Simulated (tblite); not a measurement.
**BSnN2H7O (SMILES B[NH][SnH]([NH2])[OH]) at GFN2-xTB**

Aim: a geometry optimisation of BSnN2H7O. 

The calculation is run with tblite 0.8.0.

28 further runs of the same task are left out: 28 set aside as unsound or not needed.

### 1 The structure to begin with

The species is BSnN2H7O (12 atoms), meant as a singlet with charge 0. SMILES: `B[NH][SnH]([NH2])[OH]`. Geometry: relaxed at PBE0-D4/def2-TZVP. This is one conformer, not always the lowest. The run starts from this shape.

Bond lengths: B1–N2 1.389 Å, N2–Sn3 2.050 Å, Sn3–N4 2.007 Å, Sn3–O5 1.948 Å, B1–H6 1.205 Å, B1–H7 1.199 Å, N2–H8 1.010 Å, Sn3–H9 1.700 Å, N4–H10 1.012 Å, N4–H11 1.011 Å, O5–H12 0.962 Å. Some angles: B1–N2–Sn3 125.3°, N2–Sn3–N4 114.8°, N2–Sn3–O5 103.8°, N4–Sn3–O5 105.3°, B1–N2–H8 117.6°, Sn3–N2–H8 117.2°, N2–B1–H6 119.4°, N2–B1–H7 120.7°, N2–Sn3–H9 110.1°, N4–Sn3–H9 109.5°.

### 2 A geometry optimisation at GFN2-xTB

geom.xyz reads:

```xyz
12
start geometry
B     -2.067100    -0.018100    -0.157000
N     -0.986700    -0.743300     0.330000
Sn     0.905700    -0.005900     0.604800
N      2.167200    -0.335200    -0.921000
O      0.650500     1.924900     0.652500
H     -1.916900     1.140800    -0.449800
H     -3.141600    -0.534600    -0.287400
H     -1.143400    -1.712100     0.569600
H      1.573700    -0.627400     2.039600
H      1.828100    -0.007900    -1.816000
H      2.476700    -1.292200    -1.024300
H     -0.269400     2.155900     0.493000
```

script.py reads:

```python
import json
import numpy as np
from tblite.interface import Calculator
from tblite.interface import symbols_to_numbers
from scipy.optimize import minimize

symbols = list(map(str, np.loadtxt("geom.xyz", skiprows=2, usecols=0, dtype=str, ndmin=1)))
numbers = np.array(symbols_to_numbers(symbols))
positions = np.loadtxt("geom.xyz", skiprows=2, usecols=(1, 2, 3), ndmin=2) / 0.529177210903

xtb = Calculator("GFN2-xTB", numbers, positions, charge=0, uhf=0)
xtb.set("verbosity", 0)
xtb.set("accuracy", 0.01)
last, frames, energies, grads = [None], [], [], []

def fun(x):
    xtb.update(x.reshape(-1, 3))
    last[0] = xtb.singlepoint(last[0])
    return float(last[0].get('energy')), last[0].get('gradient').ravel()

def show(x):
    e, g = fun(x)
    frames.append(x.reshape(-1, 3).tolist())
    energies.append(e)
    grads.append(g.reshape(-1, 3).tolist())
    print(f"{len(energies) - 1:4d} {e:16.9f} {np.abs(g).max():12.3e} {np.linalg.norm(g):12.3e}")

print("step      energy/Eh       max grad     grad norm")
show(positions.ravel())
opt = minimize(fun, positions.ravel(), jac=True, method="BFGS", callback=show, options={"gtol": 3e-05, "maxiter": 500})
print("converged:", opt.success, "-", opt.message)
fun(opt.x)
res = last[0]
final = opt.x.reshape(-1, 3)
print("final geometry (angstrom)")
for s, p in zip(symbols, final * 0.529177210903):
    print(f"{s:<2} {p[0]:12.6f} {p[1]:12.6f} {p[2]:12.6f}")
print(f"Energy: {res.get('energy') * 27.211386:.8f} eV")
eps = np.atleast_2d(res.get("orbital-energies")) * 27.211386
occ = np.atleast_2d(res.get("orbital-occupations"))
filled = occ.sum(axis=0) if eps.shape[0] == 1 else occ[0]
homo = np.nonzero(filled > 0.5)[0].max()
print("  MO   occupation   energy/eV")
for i in range(max(0, homo - 4), min(eps.shape[1], homo + 5)):
    print(f"{i + 1:4d} {filled[i]:10.4f} {eps[0, i]:12.4f}")
mu = res.get("dipole") * 2.541746
print(f"|mu|: {np.linalg.norm(mu):.4f} D, components " + " ".join(f"{c:.4f}" for c in mu))
q = res.get("charges")
print("Charges:", " ".join(f"{s}{i + 1}={c:+.4f}" for i, (s, c) in enumerate(zip(symbols, q))))
out = {k: np.asarray(res.get(k)).tolist() for k in ("energy", "gradient", "charges", "dipole", "orbital-energies", "orbital-occupations")}
out.update(symbols=symbols, positions=(positions * 0.529177210903).tolist(), final=final.tolist(), frames=frames, step_energies=energies, grads=grads, success=bool(opt.success))
json.dump(out, open("results.json", "w"))
```

The run is started by

```bash
$ python script.py
```

**Question.** What will come out? Wanted: total energy at the end; dipole moment; HOMO energy; LUMO energy; HOMO–LUMO gap.

Computed results:

At GFN2-xTB:

```
               quantity         value
total energy at the end  -16.80665 Eh
          dipole moment        1.47 D
            HOMO energy     -10.89 eV
            LUMO energy      -6.59 eV
          HOMO–LUMO gap       4.30 eV
```

In words: At the final geometry: Bond lengths: B1–N2 1.385 Å, N2–Sn3 2.021 Å, Sn3–N4 2.006 Å, Sn3–O5 1.951 Å, B1–H6 1.172 Å, B1–H7 1.172 Å, N2–H8 1.011 Å, Sn3–H9 1.698 Å, N4–H10 1.013 Å, N4–H11 1.013 Å, O5–H12 0.956 Å. Some angles: B1–N2–Sn3 131.6°, N2–Sn3–N4 106.0°, N2–Sn3–O5 108.1°, N4–Sn3–O5 99.3°, B1–N2–H8 117.6°, Sn3–N2–H8 110.8°, N2–B1–H6 119.1°, N2–B1–H7 119.0°, N2–Sn3–H9 109.9°, N4–Sn3–H9 122.7°. The optimisation took 299 steps and changed the energy by -0.169 eV. Mulliken charges run from -0.50 on O5 to +0.35 on Sn3.
